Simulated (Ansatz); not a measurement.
**C₂H₉AlFN: reading failed and doubtful runs**

Aim: try 4 inputs for C₂H₉AlFN as typed, read how each ends, and find what has to change.

Method: the settings change from run to run; program: Ansatz 0.2.0, Gaussian basis.

## Step 1: The relaxed structure

The structure was relaxed beforehand with PBE0-D4 in a triple-zeta def2 set.

SMILES `[CH3][Al-]([CH3])([NH3+])[F]`, 14 atoms, charge 0, spin multiplicity 1.

Atoms are counted from 1 here; the program's logs count them from 0.

Bond lengths: C1–Al2 1.965 Å, C1–H6 1.096 Å, C1–H7 1.095 Å, C1–H8 1.096 Å, Al2–C3 1.965 Å, Al2–N4 2.057 Å, Al2–F5 1.687 Å, C3–H9 1.096 Å, C3–H10 1.095 Å, C3–H11 1.096 Å, N4–H12 1.014 Å, N4–H13 1.015 Å, N4–H14 1.015 Å. Angles: Al2–C1–H6 112.6°, Al2–C1–H7 111.1°, Al2–C1–H8 112.8°, H6–C1–H7 106.3°, H6–C1–H8 107.4°, H7–C1–H8 106.4°, C1–Al2–C3 120.8°, C1–Al2–N4 102.8°, C1–Al2–F5 115.2°, C3–Al2–N4 102.7°, C3–Al2–F5 115.2°, N4–Al2–F5 93.9°, Al2–C3–H9 112.8°, Al2–C3–H10 111.1°, Al2–C3–H11 112.6°, H9–C3–H10 106.3°, H9–C3–H11 107.4°, H10–C3–H11 106.3° and more.

## Step 2: Attempt 1

Contents of in.yaml:

```yaml
crystal:
  periodic: [false, false, false]
  atoms:
    - {symbol: C, position_ang: [-1.663826, 0.960466, -0.202969]}
    - {symbol: Al, position_ang: [0.209064, 0.390433, -0.366557]}
    - {symbol: C, position_ang: [1.448113, 0.560752, 1.148464]}
    - {symbol: N, position_ang: [0.046763, -1.647501, -0.592852]}
    - {symbol: F, position_ang: [0.899597, 0.619484, -1.888141]}
    - {symbol: H, position_ang: [-2.152750, 0.547853, 0.687135]}
    - {symbol: H, position_ang: [-1.738310, 2.049704, -0.116394]}
    - {symbol: H, position_ang: [-2.270145, 0.677837, -1.070571]}
    - {symbol: H, position_ang: [2.410116, 0.069023, 0.966815]}
    - {symbol: H, position_ang: [1.673786, 1.612070, 1.356570]}
    - {symbol: H, position_ang: [1.037719, 0.145606, 2.076253]}
    - {symbol: H, position_ang: [-0.334732, -2.132261, 0.212203]}
    - {symbol: H, position_ang: [0.965688, -2.032665, -0.787869]}
    - {symbol: H, position_ang: [-0.544084, -1.850102, -1.393187]}
basis:
  gaussian: {orbitals: aug-cc-pVDZ, final_grid: {core_spheres: 20, valence_spheres: 16, degree: 47}}
magnetization: {spin_polarized: true, initial_magnetization: 0}
hamiltonian: {xc: {name: HF}}
correlation: {method: ccsd, electrons: all}
```

Run with:

```sh
ansatz run in.yaml --threads 4 --pin off --events-out ev --progress --plain --max-ram 10444MiB
```

Output:

```text
Functional definition: HF
  name "HF"
  cite "Fock, Z. Phys. 61, 126 (1930) doi:10.1007/BF01340294"
  parent pbe
  exchange = exact_x
  correlation = 0
1939 factors; integrals over basis functions are off by at most 1.2e-3 eV
mean field evaluation 1: about -12971.9136 eV, gradient 3.8e1 eV
mean field evaluation 2: about -12971.9227 eV, gradient 3.8e1 eV
mean field evaluation 4: about -12978.1943 eV, gradient 2.8e0 eV
mean field evaluation 8: about -12978.2521 eV, gradient 4.6e-4 eV
mean field evaluation 16: about -12978.2354 eV, gradient 1.9e-1 eV
mean field -12978.25210490 eV, -476.9419678799 hartree, gradient 3.1e-6 eV, S^2 0.000000; 0 other end points of the search recorded, 0 dependent functions left out
reference -12978.25210490 eV, -476.9419678799 hartree; 25, 25 occupied and 175, 175 virtual orbitals, 1939 factors
second order -22.00035243 eV of doubles, -0.00000000 eV of singles
cycle   1  -22.86074118 eV  change   -8.6e-1 eV  update   1.0e-1
cycle   2  -23.33857697 eV  change   -4.8e-1 eV  update   2.9e-2
cycle   3  -23.46627815 eV  change   -1.3e-1 eV  update   1.5e-2
cycle   4  -23.46814731 eV  change   -1.9e-3 eV  update   3.0e-3
cycle   5  -23.46611979 eV  change    2.0e-3 eV  update   1.2e-3
cycle   6  -23.46596881 eV  change    1.5e-4 eV  update   3.7e-4
```

It took 8.7 min on 4 threads of Arm Neoverse V1, shared host.

The run hit its time limit.

## Step 3: Attempt 2

Contents of in.yaml:

```yaml
crystal:
  periodic: [false, false, false]
  atoms:
    - {symbol: C, position_ang: [-1.663826, 0.960466, -0.202969]}
    - {symbol: Al, position_ang: [0.209064, 0.390433, -0.366557]}
    - {symbol: C, position_ang: [1.448113, 0.560752, 1.148464]}
    - {symbol: N, position_ang: [0.046763, -1.647501, -0.592852]}
    - {symbol: F, position_ang: [0.899597, 0.619484, -1.888141]}
    - {symbol: H, position_ang: [-2.152750, 0.547853, 0.687135]}
    - {symbol: H, position_ang: [-1.738310, 2.049704, -0.116394]}
    - {symbol: H, position_ang: [-2.270145, 0.677837, -1.070571]}
    - {symbol: H, position_ang: [2.410116, 0.069023, 0.966815]}
    - {symbol: H, position_ang: [1.673786, 1.612070, 1.356570]}
    - {symbol: H, position_ang: [1.037719, 0.145606, 2.076253]}
    - {symbol: H, position_ang: [-0.334732, -2.132261, 0.212203]}
    - {symbol: H, position_ang: [0.965688, -2.032665, -0.787869]}
    - {symbol: H, position_ang: [-0.544084, -1.850102, -1.393187]}
basis:
  gaussian: {orbitals: def2-SVPD, fitting: {mean_field: cc-pVTZ-jkfit}}
total_charge: -2
magnetization: {spin_polarized: true, initial_magnetization: 0}
hamiltonian: {xc: {name: CAM-B3LYP}}
scf: {lower_state_search: light}
```

Same command.

Output, shortened:

```text
Functional definition: CAM-B3LYP
  name "CAM-B3LYP"
  cite "Yanai, Tew & Handy, Chem. Phys. Lett. 393, 51 (2004) doi:10.1016/j.cplett.2004.06.011"
  cite "Iikura, Tsuneda, Yanai & Hirao, J. Chem. Phys. 115, 3540 (2001) doi:10.1063/1.1383587"
  cite "Becke, Phys. Rev. A 38, 3098 (1988) doi:10.1103/PhysRevA.38.3098"
  cite "Lee, Yang & Parr, Phys. Rev. B 37, 785 (1988) doi:10.1103/PhysRevB.37.785"
  cite "Vosko, Wilk & Nusair, Can. J. Phys. 58, 1200 (1980) doi:10.1139/p80-159"
[...]
  # Exact exchange under (alpha + beta erf(omega r))/r, Becke's under what is left of 1/r.
[...]
707 factors; integrals over basis functions are off by at most 2.0e-1 eV
707 factors; integrals over basis functions are off by at most 6.8e-5 eV
[...]
mean field -13014.90056919 eV, -478.2887741011 hartree, gradient 3.1e-5 eV, S^2 0.000000; 4 other end points of the search recorded, 0 dependent functions left out
reference -13014.90068872 eV, -478.2887784939 hartree; 26, 26 occupied and 153, 153 virtual orbitals, 707 factors
Total energy: -13014.90068872 eV, -478.2887784939 hartree
```

Run time: 7 s. Hardware: 4 threads of Arm Neoverse V1, shared host; peak memory 0.65 GiB.

**Diagnosis.** The run converged, but a converged run isn't a right one. The charge is far from anything that the molecule holds. It asks for charge -2; the species has 0. Its energy belongs to another ion. Cure: type the charge that the molecule really has.

## Step 4: Attempt 3

Contents of in.yaml:

```yaml
crystal:
  periodic: [false, false, false]
  atoms:
    - {symbol: C, position_ang: [-1.663826, 0.960466, -0.202969]}
    - {symbol: Al, position_ang: [0.209064, 0.390433, -0.366557]}
    - {symbol: C, position_ang: [1.448113, 0.560752, 1.148464]}
    - {symbol: N, position_ang: [0.046763, -1.647501, -0.592852]}
    - {symbol: F, position_ang: [0.899597, 0.619484, -1.888141]}
    - {symbol: H, position_ang: [-2.152750, 0.547853, 0.687135]}
    - {symbol: H, position_ang: [-1.738310, 2.049704, -0.116394]}
    - {symbol: H, position_ang: [-2.270145, 0.677837, -1.070571]}
    - {symbol: H, position_ang: [2.410116, 0.069023, 0.966815]}
    - {symbol: H, position_ang: [1.673786, 1.612070, 1.356570]}
    - {symbol: H, position_ang: [1.037719, 0.145606, 2.076253]}
    - {symbol: H, position_ang: [-0.334732, -2.132261, 0.212203]}
    - {symbol: H, position_ang: [0.965688, -2.032665, -0.787869]}
    - {symbol: H, position_ang: [-0.544084, -1.850102, -1.393187]}
basis:
  gaussian: {orbitals: def2-SVPD}
total_charge: 4
magnetization: {spin_polarized: true, initial_magnetization: 0}
hamiltonian: {xc: {name: PBE-QIDH}}
accuracy: high
output: {forces: true}
```

Same command.

Output:

```text
Functional definition: PBE-QIDH
  name "PBE-QIDH"
  cite "Brémond, Sancho-García, Pérez-Jiménez & Adamo, J. Chem. Phys. 141, 031101 (2014) doi:10.1063/1.4890314"
  cite "Perdew, Burke & Ernzerhof, Phys. Rev. Lett. 77, 3865 (1996) doi:10.1103/PhysRevLett.77.3865"
  parameter a = 3^(-1/3)
  parameter c = 1/3
  exchange = (1 - a)*pbe_x + a*exact_x
  correlation = (1 - c)*pbe_c + c*(mp2_os + mp2_ss)
3689 factors; integrals over basis functions are off by at most 3.8e-9 eV
mean field evaluation 1: about -12896.2941 eV, gradient 7.9e1 eV
mean field evaluation 2: about -12896.2966 eV, gradient 7.9e1 eV
mean field evaluation 4: about -12911.0662 eV, gradient 4.8e1 eV
mean field evaluation 8: about -12921.0769 eV, gradient 2.1e0 eV
mean field evaluation 16: about -12921.1162 eV, gradient 4.5e-2 eV
mean field evaluation 32: about -12921.1163 eV, gradient 1.2e-5 eV
mean field evaluation 64: about -12923.2318 eV, gradient 8.8e-2 eV
mean field evaluation 96: about -12923.1701 eV, gradient 5.6e-1 eV
mean field evaluation 128: about -12923.1729 eV, gradient 5.5e-1 eV
Error: SIGTERM received: run cancelled behind 133 evaluations of the mean field
```

Wall time 91 s (4 threads of Arm Neoverse V1, shared host).

**Diagnosis.** The run hit its time limit. The charge is far from anything that the molecule holds. It asks for charge +4; the species has 0. Fix: type the charge that the molecule really has.

## Step 5: Attempt 4

Contents of in.yaml:

```yaml
crystal:
  periodic: [false, false, false]
  atoms:
    - {symbol: C, position_ang: [-1.663826, 0.960466, -0.202969]}
    - {symbol: Al, position_ang: [0.209064, 0.390433, -0.366557]}
    - {symbol: C, position_ang: [1.448113, 0.560752, 1.148464]}
    - {symbol: N, position_ang: [0.046763, -1.647501, -0.592852]}
    - {symbol: F, position_ang: [0.899597, 0.619484, -1.888141]}
    - {symbol: H, position_ang: [-2.152750, 0.547853, 0.687135]}
    - {symbol: H, position_ang: [-1.738310, 2.049704, -0.116394]}
    - {symbol: H, position_ang: [-2.270145, 0.677837, -1.070571]}
    - {symbol: H, position_ang: [2.410116, 0.069023, 0.966815]}
    - {symbol: H, position_ang: [1.673786, 1.612070, 1.356570]}
    - {symbol: H, position_ang: [1.037719, 0.145606, 2.076253]}
    - {symbol: H, position_ang: [-0.334732, -2.132261, 0.212203]}
    - {symbol: H, position_ang: [0.965688, -2.032665, -0.787869]}
    - {symbol: H, position_ang: [-0.544084, -1.850102, -1.393187]}
basis:
  gaussian: {orbitals: pcseg-2}
total_charge: -3
magnetization: {spin_polarized: true, initial_magnetization: 1}
hamiltonian: {xc: {name: revPBE0}, dispersion: d3bjatm}
output: {forces: true}
```

Same command.

Output, shortened:

```text
Functional definition: revPBE0
  name "revPBE0"
  cite "Zhang & Yang, Phys. Rev. Lett. 80, 890 (1998) doi:10.1103/PhysRevLett.80.890"
  cite "Adamo & Barone, J. Chem. Phys. 110, 6158 (1999) doi:10.1063/1.478522"
  cite "Perdew, Burke & Ernzerhof, Phys. Rev. Lett. 77, 3865 (1996) doi:10.1103/PhysRevLett.77.3865"
[...]
1369 factors; their error is unknown
[...]
mean field -13013.12647960 eV, -478.2235775115 hartree, gradient 1.1e-6 eV, S^2 1.028932; 10 other end points of the search recorded, 0 dependent functions left out
[...]
reference -13013.12652208 eV, -478.2235790725 hartree; 27, 26 occupied and 253, 254 virtual orbitals, 1369 factors
Total energy: -13013.66713310 eV, -478.2434461611 hartree
Atom 0 at    -1.663826     0.960466    -0.202969 Å, force    -0.117033     0.693731     0.090315 eV/Å
[...]
Atom 4 at     0.899597     0.619484    -1.888141 Å, force     0.356068     0.386604    -0.706310 eV/Å
Atom 5 at    -2.152750     0.547853     0.687135 Å, force    -0.137767    -0.250380     0.193639 eV/Å
Atom 6 at    -1.738310     2.049704    -0.116394 Å, force    -0.164253     0.170011     0.063899 eV/Å
Atom 7 at    -2.270145     0.677837    -1.070571 Å, force    -0.193937    -0.221127    -0.187831 eV/Å
Atom 8 at     2.410116     0.069023     0.966815 Å, force     0.219585    -0.279364    -0.002920 eV/Å
Atom 9 at     1.673786     1.612070     1.356570 Å, force     0.099446     0.142273     0.175714 eV/Å
Atom 10 at     1.037719     0.145606     2.076253 Å, force    -0.093619    -0.259860     0.210059 eV/Å
Atom 11 at    -0.334732    -2.132261     0.212203 Å, force    -0.330179    -0.623800     0.625901 eV/Å
Atom 12 at     0.965688    -2.032665    -0.787869 Å, force     0.637932    -0.686845    -0.218459 eV/Å
Atom 13 at    -0.544084    -1.850102    -1.393187 Å, force    -0.448207    -0.573577    -0.672678 eV/Å
Dipole moment:     0.216459    -0.113756    -0.533285 e Å
```

Wall time 87 s (4 threads of Arm Neoverse V1, shared host); peak memory 1.4 GiB.

Diagnosis: The run converged, but a converged run isn't a right one. The charge is far from anything that the molecule holds. It asks for charge -3; the species has 0. Its energy belongs to another ion. To mend it, type the charge that the molecule really has.

## Step 6: How the tries ended

```csv
attempt,level,ended,cause,time
1,CCSD/aug-cc-pVDZ,timeout,the time limit,8.7 min
2,CAM-B3LYP/def2-SVPD,converged,the charge is far from anything that the molecule holds,7 s
3,PBE-QIDH/def2-SVPD,timeout,the charge is far from anything that the molecule holds,91 s
4,revPBE0/pcseg-2,converged,the charge is far from anything that the molecule holds,87 s
```

2 timeout, 2 converged. The dangerous case is the input that converges on a wrong geometry, charge, spin, basis or grid: often only a look at the input shows it.
